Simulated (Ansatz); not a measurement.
# BHLYP/def2-SVP (core potential) run of SnNH2F (SMILES [NH2][Sn][F])

Aim: the energy change on altering one bond length of SnNH2F at BHLYP/def2-SVP (core potential), from 2 runs. 

The results are computed with Ansatz 0.2.0.

69 further runs of the same task are left out: 69 set aside as unsound or not needed.

## (1) The system as given

The species is SnNH2F (5 atoms), meant as a singlet with charge 0. As SMILES, `[NH2][Sn][F]`. The shape is that of a PBE0-D4/def2-TZVP optimisation. This is one conformer, not always the lowest.

Bond lengths: N1–Sn2 2.003 Å, Sn2–F3 1.951 Å, N1–H4 1.008 Å, N1–H5 1.010 Å. Angles: N1–Sn2–F3 92.0°, Sn2–N1–H4 126.2°, Sn2–N1–H5 121.8°, H4–N1–H5 112.0°.

## (2) The energy at BHLYP/def2-SVP (core potential)

File job.yaml:

```yaml
crystal:
  periodic: [false, false, false]
  atoms:
    - {symbol: N, position_ang: [-0.302900, 0.495500, -0.393300]}
    - {symbol: Sn, position_ang: [0.338900, -0.053700, 1.423200]}
    - {symbol: F, position_ang: [0.966900, -1.775900, 0.754300]}
    - {symbol: H, position_ang: [-0.746800, 1.369300, -0.629100]}
    - {symbol: H, position_ang: [-0.206200, -0.108900, -1.196600]}
basis:
  gaussian:
    orbitals: def2-SVP
hamiltonian:
  xc: {name: BHLYP}
accuracy: high
output: {orbitals: {seedname: orbitals}}
```

Command:

```
$ ansatz run job.yaml --threads 1 --pin off --max-ram 3480MiB --events-out events.jsonl --progress --plain --runs-dir runs
```

What it wrote:

```text
Warning: RAYON_NUM_THREADS=1 ignored (pool sized by the plan → 1); use --threads N
Functional definition: BHLYP
  name "BHLYP"
  parameter a = 0.5
  exchange = (1 - a)*b88_x + a*exact_x
  correlation = lyp_c
1479 factors; integrals over basis functions are off by at most 3.2e-9 eV
mean field evaluation 1: about -10057.9550 eV, gradient 5.8e1 eV
mean field evaluation 2: about -10047.2412 eV, gradient 8.7e1 eV
mean field evaluation 4: about -10064.6748 eV, gradient 5.7e0 eV
mean field evaluation 8: about -10064.9239 eV, gradient 2.6e-1 eV
mean field evaluation 16: about -10064.9241 eV, gradient 1.1e-4 eV
mean field -10064.92411648 eV, -369.8791390301 hartree, gradient 2.7e-8 eV, S^2 0.000000; 0 other end points of the search recorded, 0 dependent functions left out
reference -10064.92413796 eV, -369.8791398193 hartree; 20, 20 occupied and 44, 44 virtual orbitals, 1479 factors
Total energy: -10064.92413796 eV, -369.8791398193 hartree
```

Run time: 5.7 s. Hardware: 1 thread of Arm Neoverse V1, shared host; peak memory 0.18 GiB.

## (3) The distorted shape, same level

File in.yaml:

```yaml
basis:
  gaussian:
    orbitals: def2-SVP
crystal:
  periodic: [false, false, false]
  atoms:
    - symbol: N
      position_ang: [0.052220, -0.203541, -0.204660]
    - symbol: Sn
      position_ang: [0.694020, -0.752741, 1.611840]
    - symbol: F
      position_ang: [1.322020, -2.474941, 0.942940]
    - symbol: H
      position_ang: [-0.746800, 1.369300, -0.629100]
    - symbol: H
      position_ang: [0.148920, -0.807941, -1.007960]
hamiltonian:
  xc: {name: BHLYP}
accuracy: high
output: {orbitals: {seedname: orbitals}}
```

Command:

```
$ ansatz run in.yaml --threads 1 --pin off --max-ram 3480MiB --events-out events.jsonl --progress --plain --runs-dir runs
```

What it wrote:

```text
Warning: RAYON_NUM_THREADS=1 ignored (pool sized by the plan → 1); use --threads N
[... 5 set-up lines as earlier in the session ...]
1480 factors; integrals over basis functions are off by at most 3.6e-9 eV
mean field evaluation 1: about -10051.7436 eV, gradient 6.2e1 eV
mean field evaluation 2: about -10024.3342 eV, gradient 1.1e2 eV
mean field evaluation 4: about -10060.5154 eV, gradient 9.3e0 eV
mean field evaluation 8: about -10060.7337 eV, gradient 2.9e-1 eV
mean field evaluation 16: about -10060.7341 eV, gradient 5.7e-5 eV
mean field -10060.73413756 eV, -369.7251601446 hartree, gradient 6.1e-8 eV, S^2 0.000000; 0 other end points of the search recorded, 0 dependent functions left out
reference -10060.73416032 eV, -369.7251609811 hartree; 20, 20 occupied and 44, 44 virtual orbitals, 1480 factors
Total energy: -10060.73416032 eV, -369.7251609811 hartree
```

Run time: 6.3 s. Hardware: 1 thread of Arm Neoverse V1, shared host; peak memory 0.18 GiB.

## (4) Summary of results

At BHLYP/def2-SVP (core potential):

| quantity | value |
| --- | --- |
| first shape: total energy | -369.87914 Eh |
| first shape: HOMO energy | -8.51 eV |
| first shape: LUMO energy | -0.96 eV |
| first shape: HOMO–LUMO gap | 7.55 eV |
| distorted shape: total energy | -369.72516 Eh |
| distorted shape: HOMO energy | -8.59 eV |
| distorted shape: LUMO energy | -1.78 eV |
| distorted shape: HOMO–LUMO gap | 6.82 eV |
| energy change with the N1–H4 bond stretched from 1.008 to 1.815 Å | 4.190 eV |

In words: With the N1–H4 bond stretched from 1.008 to 1.815 Å the energy rises by 4.19 eV (97 kcal/mol). The first shape isn't relaxed at this level, so the change isn't measured from a minimum. A restricted reference can't describe the breaking bond well at this length.
